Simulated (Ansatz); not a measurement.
# Si4NH11: how energies converge with the basis set

An exercise on one series of results from a longer session: the logs are not shown, and one member is left open.

Method: one geometry, several basis sets; program: Ansatz 0.2.0, Gaussian basis.

Levels to be run: PBE0-D4/def2-SVP; ωB97M-V/def2-SVP; PBE0-D4/def2-QZVPP; ωB97M-V/def2-QZVPP; the functionals' def2-TZVPP values are taken from earlier runs.

## The relaxed structure

The geometry comes from an earlier relaxation with PBE0-D4 in a triple-zeta def2 set; it is a stationary point, not always the lowest conformer.

16 atoms, charge 0, spin multiplicity 1.

Atoms are counted from 1 here; the program's logs count them from 0.

Bond lengths: Si1–Si2 2.343 Å, Si1–H6 1.488 Å, Si1–H7 1.491 Å, Si1–H8 1.488 Å, Si2–N3 1.729 Å, Si2–H9 1.493 Å, Si2–H10 1.488 Å, N3–Si4 1.732 Å, N3–H11 1.011 Å, Si4–Si5 2.342 Å, Si4–H12 1.494 Å, Si4–H13 1.491 Å, Si5–H14 1.487 Å, Si5–H15 1.490 Å, Si5–H16 1.487 Å. Angles: Si2–Si1–H6 110.7°, Si2–Si1–H7 109.7°, Si2–Si1–H8 110.9°, H6–Si1–H7 108.2°, H6–Si1–H8 109.0°, H7–Si1–H8 108.3°, Si1–Si2–N3 110.5°, Si1–Si2–H9 108.8°, Si1–Si2–H10 110.4°, N3–Si2–H9 113.0°, N3–Si2–H10 106.8°, H9–Si2–H10 107.2°, Si2–N3–Si4 129.3°, Si2–N3–H11 115.4°, Si4–N3–H11 115.0°, N3–Si4–Si5 111.6°, N3–Si4–H12 112.1°, N3–Si4–H13 109.5° and more.

Set-up of the first run:

File in.yaml:

```yaml
crystal:
  periodic: [false, false, false]
  atoms:
    - {symbol: Si, position_ang: [-1.171720, -2.839920, -0.413067]}
    - {symbol: Si, position_ang: [0.341900, -1.219397, 0.342750]}
    - {symbol: N, position_ang: [0.687009, -0.081289, -0.912220]}
    - {symbol: Si, position_ang: [0.832827, 1.642223, -0.820340]}
    - {symbol: Si, position_ang: [-0.062967, 2.478091, 1.175228]}
    - {symbol: H, position_ang: [-2.488641, -2.223918, -0.729460]}
    - {symbol: H, position_ang: [-0.646366, -3.476653, -1.654351]}
    - {symbol: H, position_ang: [-1.368051, -3.902764, 0.610281]}
    - {symbol: H, position_ang: [1.562942, -1.905470, 0.861187]}
    - {symbol: H, position_ang: [-0.243589, -0.449594, 1.474137]}
    - {symbol: H, position_ang: [0.923711, -0.482764, -1.809725]}
    - {symbol: H, position_ang: [2.253676, 2.092221, -0.919039]}
    - {symbol: H, position_ang: [0.119412, 2.265155, -1.972256]}
    - {symbol: H, position_ang: [0.708037, 2.029400, 2.365090]}
    - {symbol: H, position_ang: [0.016876, 3.963753, 1.099110]}
    - {symbol: H, position_ang: [-1.487956, 2.088326, 1.347075]}
basis:
  gaussian: {orbitals: def2-SVP}
hamiltonian: {xc: pbe0, dispersion: d4}
output: {orbitals: {seedname: orbitals}}
```

Command:

```console
ansatz run in.yaml --threads 2 --pin off --events-out ev --progress --plain --max-ram 32768MiB --backend cpu
```

Steps of the session up to this table: PBE0-D4 in def2-SVP; ωB97M-V in def2-SVP; PBE0-D4 in def2-QZVPP; ωB97M-V in def2-QZVPP.

One table of the session follows, with a row left open; its other results are not shown here.

It belongs to the step «Density functionals: the series». 

```
functional       basis  HOMO (eV)
   PBE0-D4    def2-SVP          ?
   PBE0-D4  def2-TZVPP      -7.34
   PBE0-D4  def2-QZVPP      -7.35
   ωB97M-V    def2-SVP      -9.39
   ωB97M-V  def2-TZVPP      -9.50
   ωB97M-V  def2-QZVPP      -9.51
```

**Question.** Estimate the row for PBE0-D4, def2-SVP.

As computed: HOMO (eV): -7.26. In the column «HOMO (eV)» it is the highest.
